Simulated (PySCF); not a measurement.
# doublet GeH3Br+: levels of theory compared

We compute a comparison of 6 runs (UHF/STO-3G, U-wB97M-V/aug-cc-pVDZ, U-wB97X/aug-cc-pVDZ, UB2PLYP/aug-cc-pVDZ, UCAM-B3LYP/aug-cc-pVDZ, USCS-MP2/aug-cc-pVDZ) of doublet GeH3Br+. The job is set up through a Python script.

The calculation is run with PySCF 2.14.0.

3 further runs of the same task are left out: 1 that didn't finish, 2 set aside as unsound or not needed.

## 1. The structure to begin with

The species is GeH3Br+ (5 atoms), meant as a doublet with charge +1. SMILES of the parent species: `[GeH3][Br]`. The coordinates come from a PBE0-D4/def2-TZVP relaxation. That shape belongs to the parent species and isn't relaxed for this state.

Bond lengths: Ge1–Br2 2.309 Å, Ge1–H3 1.532 Å, Ge1–H4 1.532 Å, Ge1–H5 1.532 Å. Angles: Br2–Ge1–H3 107.2°, Br2–Ge1–H4 107.2°, Br2–Ge1–H5 107.2°, H3–Ge1–H4 111.7°, H3–Ge1–H5 111.7°, H4–Ge1–H5 111.7°.

## 2. A single-point energy at UHF/STO-3G (run 1)

start.xyz

```xyz
5
BrGeH3
Ge     0.139040     0.013690    -0.129150
Br    -1.548450    -0.152490     1.438270
H      0.128210     1.452190    -0.655100
H     -0.172230    -0.995930    -1.238090
H      1.453450    -0.317450     0.584070
```

input.py

```python
from pyscf import gto

mol = gto.M(
    atom='start.xyz',
    verbose=3,
    charge=1,
    basis='sto-3g',
    spin=1,
    max_memory=1860,
)

mf = mol.UHF()
mf.conv_tol = 1e-10
mf.kernel()
if not mf.converged:
    mf = mf.newton().run(mf.mo_coeff, mf.mo_occ)

etot = mf.e_tot
print(f'total energy: {etot:.8f} hartree')
```

Started as:

```console
$ OMP_NUM_THREADS=1 python input.py
```

Log:

```text
converged SCF energy = -4597.94320858227  <S^2> = 0.75231173  2S+1 = 2.0023104
total energy: -4597.94320858 hartree
```

It took 0.95 s on 1 thread of Arm Neoverse V1, shared host; peak memory 0.12 GiB.

## 3. A single-point energy at U-wB97M-V/aug-cc-pVDZ (run 2)

input.py

```python
from pyscf import gto, dft

mol = gto.Mole()
mol.atom = '''
Ge     0.262748     0.025870    -0.244058
Br    -2.926146    -0.288164     2.717936
H      0.242282     2.744241    -1.237960
H     -0.325468    -1.882035    -2.339651
H      2.746622    -0.599894     1.103732
'''
mol.max_memory = 1860
mol.verbose = 4
mol.spin = 1
mol.basis = 'aug-cc-pvdz'
mol.unit = 'bohr'
mol.charge = 1
mol.build()

ks = dft.UKS(mol)
ks.xc = 'wb97m-v'
ks.grids.level = 5
ks.conv_tol = 1e-10
ks.nlcgrids.level = 1
ks.kernel()
if not ks.converged:
    ks = ks.newton().run(ks.mo_coeff, ks.mo_occ)

e_final = ks.e_tot
print(f'total energy: {e_final:.8f} hartree')
```

Started as:

```console
$ OMP_NUM_THREADS=1 python input.py
```

Log:

```text
PySCF version 2.14.0

[... 63 lines left out ...]
WARN: beta  nocc = 34  HOMO -0.35068670318274 >= LUMO -0.350684874450467
[... 66 lines left out ...]
converged SCF energy = -4652.26839610745  <S^2> = 0.75363484  2S+1 = 2.0036315
total energy: -4652.26839611 hartree
```

Run time: 2.5 min. Hardware: 1 thread of Arm Neoverse V1, shared host; peak memory 0.55 GiB.

Runs 3 to 4 aren't shown in full; the table further down has their settings and results.

## 4. The energy at UCAM-B3LYP/aug-cc-pVDZ (run 5)

run.py

```python
from pyscf import gto, dft

mol = gto.M(
    atom='''
Ge     0.262748     0.025870    -0.244058
Br    -2.926146    -0.288164     2.717936
H      0.242282     2.744241    -1.237960
H     -0.325468    -1.882035    -2.339651
H      2.746622    -0.599894     1.103732
''',
    max_memory=1860,
    basis='aug-cc-pvdz',
    spin=1,
    charge=1,
    unit='bohr',
    verbose=3,
)

mf = dft.UKS(mol, xc='cam-b3lyp')
mf.conv_tol = 1e-10
mf.grids.level = 5
mf.kernel()
if not mf.converged:
    mf = mf.newton().run(mf.mo_coeff, mf.mo_occ)

energy = mf.e_tot
print(f'total energy: {energy:.8f} hartree')
```

Started as:

```console
$ OMP_NUM_THREADS=1 python run.py
```

Log:

```text
converged SCF energy = -4652.78164823366  <S^2> = 0.75462907  2S+1 = 2.0046237
total energy: -4652.78164823 hartree
```

It took 62 s on 1 thread of Arm Neoverse V1, shared host; peak memory 0.53 GiB.

## 5. The energy at USCS-MP2/aug-cc-pVDZ (run 6)

input.py

```python
from pyscf import gto, scf, mp

system = gto.M(
    atom='''
Ge   0.139040   0.013690  -0.129150
Br  -1.548450  -0.152490   1.438270
H    0.128210   1.452190  -0.655100
H   -0.172230  -0.995930  -1.238090
H    1.453450  -0.317450   0.584070
''',
    verbose=3,
    spin=1,
    charge=1,
    basis='aug-cc-pvdz',
    max_memory=1860,
)

hf = scf.UHF(system)
hf.conv_tol = 1e-10
hf.kernel()
if not hf.converged:
    hf = hf.newton().run(hf.mo_coeff, hf.mo_occ)

pt = mp.MP2(hf, frozen=18).run()
e_final = hf.e_tot + 1.2 * pt.e_corr_os + pt.e_corr_ss / 3
print('E(%s) = %.9f' % ('SCS-MP2', e_final))
```

Started as:

```console
$ OMP_NUM_THREADS=1 python input.py
```

Log:

```text
converged SCF energy = -4649.14315474964  <S^2> = 0.75853338  2S+1 = 2.0085153
E(UMP2) = -4649.37925896017  E_corr = -0.236104210528389
E(SCS-UMP2) = -4649.37877441154  E_corr = -0.235619661904755
E(SCS-MP2) = -4649.378774412
```

Run time: 6.3 s. Hardware: 1 thread of Arm Neoverse V1, shared host; peak memory 0.27 GiB.

## 6. Overview of the runs

```csv
run,level,integration grid,nlc grid,energy (Eh),HOMO energy (eV),LUMO energy (eV),⟨S²⟩,wall time
1,UHF/STO-3G,–,–,-4597.943209,-16.99,-6.70,0.752,0.95 s
2,U-wB97M-V/aug-cc-pVDZ,5,1,-4652.268396,-17.23,-10.89,0.754,2.5 min
3,U-wB97X/aug-cc-pVDZ,5,–,-4652.611891,-17.40,-10.97,0.754,62 s
4,UB2PLYP/aug-cc-pVDZ,5,–,-4651.700919,-16.15,-11.57,0.756,40 s
5,UCAM-B3LYP/aug-cc-pVDZ,5,–,-4652.781648,-16.37,-11.93,0.755,62 s
6,USCS-MP2/aug-cc-pVDZ,–,–,-4649.378774,-18.08,-8.64,0.759,6.3 s
```

## 7. What came out

```
                                                         quantity           value
                                              run 6: total energy  -4649.37877 Eh
run 6: HOMO energy (Hartree–Fock orbitals) (highest over α and β)       -18.08 eV
 run 6: LUMO energy (Hartree–Fock orbitals) (lowest over α and β)        -8.64 eV
              run 6: correlation energy (18 core orbitals frozen)      -235.6 mEh
                         run 6: ⟨S²⟩ of the reference determinant           0.759
```

What this shows: Totals of different functionals can't be ranked against each other. In run 1 the basis is minimal, so the values are rough. All runs together took 5.4 min, the longest 2.5 min.
